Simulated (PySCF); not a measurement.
# HgH2: forces at shaken geometries

Aim: move all atoms of relaxed HgH2 at random and read energies and forces. The structure is generated, not taken from experiment.

Method: BP86, Hg def2-SVP with ECP60, H def2-SVP; scalar-relativistic core potentials, no spin–orbit coupling; program: PySCF 2.14.0.

2 further runs of the same task are left out: 2 for a known fault of the program. Runs told in other sessions of the task aren't counted.

### 1 The system as given

3 atoms, charge 0, spin multiplicity 1.

Bond lengths: Hg1–H2 1.668 Å, Hg1–H3 1.668 Å. Angles: H2–Hg1–H3 180.0°.

Coordinates:

```xyz
3
H2Hg
Hg    0.0000    0.0000    0.0000
H     0.0000    0.0000    1.6675
H     0.0000    0.0000   -1.6675
```

Formal oxidation states: Hg +2. An earlier session relaxed this geometry at BP86, Hg def2-SVP with ECP60, H def2-SVP (singlet, point group D∞h).

Its energy there is -154.793733 Eh.

### 2 Atoms moved at random, σ = 0.06 Å

The input, run.py (the lines that set the calculation):

```python
mol = gto.M(atom='''
Hg     0.03009     0.07562     0.05143
H      0.00252    -0.03081     1.73676
H     -0.03261    -0.04482    -1.78820''',
    basis={'Hg': 'def2-SVP', 'H': 'def2-SVP'},
    ecp={'Hg': 'def2-SVP'},
    charge=0, spin=0)
mf = dft.RKS(mol, xc='B88,P86')
mf.grids.atom_grid = (50, 194)
mf = mf.density_fit()  # fitting sets: Hg def2-universal-JKFIT, H def2-universal-JKFIT
mf.conv_tol = 1e-08; mf.max_cycle = 55
mf.kernel(dm0)  # dm0: the density of the relaxed state
```

Started as:

```
> OMP_NUM_THREADS=2 python run.py
```

### 3 Atoms moved at random, σ = 0.1 Å

Changes to run.py (the lines that set the calculation) since step 2:

```diff
@@ -1,5 +1,5 @@
 mol = gto.M(atom='''
-Hg     0.03009     0.07562     0.05143
-H      0.00252    -0.03081     1.73676
-H     -0.03261    -0.04482    -1.78820''',
+Hg     0.00038    -0.21379     0.09435
+H      0.06814     0.17986     1.63171
+H     -0.06852     0.03393    -1.72606''',
     basis={'Hg': 'def2-SVP', 'H': 'def2-SVP'},
```

### 4 Atoms moved at random, σ = 0.15 Å

Changes to run.py (the lines that set the calculation) since step 3:

```diff
@@ -1,5 +1,5 @@
 mol = gto.M(atom='''
-Hg     0.00038    -0.21379     0.09435
-H      0.06814     0.17986     1.63171
-H     -0.06852     0.03393    -1.72606''',
+Hg     0.06651     0.03952     0.06338
+H      0.00450     0.07179     1.59311
+H     -0.07101    -0.11131    -1.65649''',
     basis={'Hg': 'def2-SVP', 'H': 'def2-SVP'},
```

What does the calculation give? Wanted: for each run, σ; energy rise; harmonic estimate −½ F·u; largest force component.

As calculated:

| σ (Å) | energy rise (eV) | harmonic estimate −½ F·u (eV) | largest force component (eV/Å) |
| --- | --- | --- | --- |
| 0.06 | 0.197 | 0.177 | 1.61 |
| 0.1 | 0.410 | 0.355 | 2.74 |
| 0.15 | 0.205 | 0.222 | 3.10 |

Every displacement raises the energy. For a harmonic well the rise equals −½ F·u; the two differ by at most 13 % here (a move with σ = 0.1 Å), from anharmonicity, the grid and the small forces left at the relaxed point. The bases are small and lack diffuse functions. Spin–orbit coupling is left out.
